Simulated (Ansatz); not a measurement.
Run this with Ansatz 0.2.0 through its Python package and show what comes out.

Script `zrb2_elastic.py`:
```python
# -*- coding: utf-8 -*-
'''Elastic constants of ZrB2.'''

from dataclasses import replace
import warnings

import ansatz as az
import numpy as np
from pymatgen.core import Lattice, Structure
from pymatgen.io.ase import AseAtomsAdaptor


def main():
    warnings.simplefilter('ignore', az.DeckWarning)

    pmg_structure = Structure(
        Lattice([(3.17, 0.0, 0.0), (-1.585, 2.745301, 0.0), (0.0, 0.0, 3.533)]),
        ['Zr', 'B', 'B'],
        [
            (0.0, 0.0, 0.0),
            (1 / 3, 2 / 3, 0.5),
            (2 / 3, 1 / 3, 0.5),
        ],
    )
    xtal = az.Crystal.from_ase(AseAtomsAdaptor.get_atoms(pmg_structure))

    setup = xtal.calculation()
    setup = setup.occupations('Fermi-Dirac', width=0.05).kpoints(16, 16, 12)
    # first bring the cell to zero stress
    rest = setup.relax(cell=True).run(threads=1).lattice
    relaxed = az.Crystal(lattice=az.Lattice.of(rest.cell_ang))
    for site in rest.sites:
        relaxed = relaxed.atom(site.symbol, site.position_frac)
    setup = replace(setup, crystal=relaxed)
    print('relaxed volume {:.3f} A^3'.format(abs(np.linalg.det(rest.cell_ang))))
    result = setup.elastic('clamped_ion').run(threads=1)
    elastic = result.elastic

    C = np.asarray(elastic.c_gpa)
    for i in range(6):
        for j in range(i, 6):
            if abs(C[i, j]) > 0.05:
                print(f'C{i + 1}{j + 1} = {C[i, j]:.1f} GPa')
    print('smallest eigenvalue of C:', round(elastic.stability.min_eigenvalue_gpa, 1), 'GPa; tensor positive definite:', elastic.stability.min_eigenvalue_gpa > 0)
    # averaged moduli need a positive definite tensor
    if elastic.stability.min_eigenvalue_gpa > 0:
        for name, value in elastic.moduli.to_plain().items():
            print(f'{name:14s} {value:9.3f}')


if __name__ == '__main__':
    main()
```

```console
$ python zrb2_elastic.py
relaxed volume 30.850 A^3
C11 = 565.4 GPa
C12 = 52.3 GPa
C13 = 120.7 GPa
C22 = 565.4 GPa
C23 = 120.7 GPa
C33 = 430.7 GPa
C44 = 249.9 GPa
C55 = 249.9 GPa
C66 = 256.6 GPa
smallest eigenvalue of C: 249.9 GPa; tensor positive definite: True
k_voigt_gpa      238.795
k_reuss_gpa      237.816
k_hill_gpa       238.306
g_voigt_gpa      235.774
g_reuss_gpa      228.846
g_hill_gpa       232.310
youngs_gpa       526.006
poisson            0.132
```

What to keep in mind:
- A positive definite tensor excludes instabilities under uniform strain alone; phonons elsewhere in the zone can still be imaginary.
- No functional is typed, so the default, PBE, holds.
- These are clamped-ion constants: where atoms have free coordinates under strain, the relaxed-ion ones can be far smaller or negative, so this tensor doesn't settle whether the crystal is stable.
- The structure is a deposited one; some such entries were measured under pressure or heat, so a shift against it needn't be the functional's error alone.
- Shear constants of a metal converge slowly with the k-point mesh and can be wrong in sign on a coarse one; the constants belong to the cell that was strained.
- The whole script took 2.8 min on 1 thread of Arm Neoverse V1 (shared host), peak memory 0.75 GiB.

(A comment or docstring line of the script was reworded after the run, the code is as it ran.)
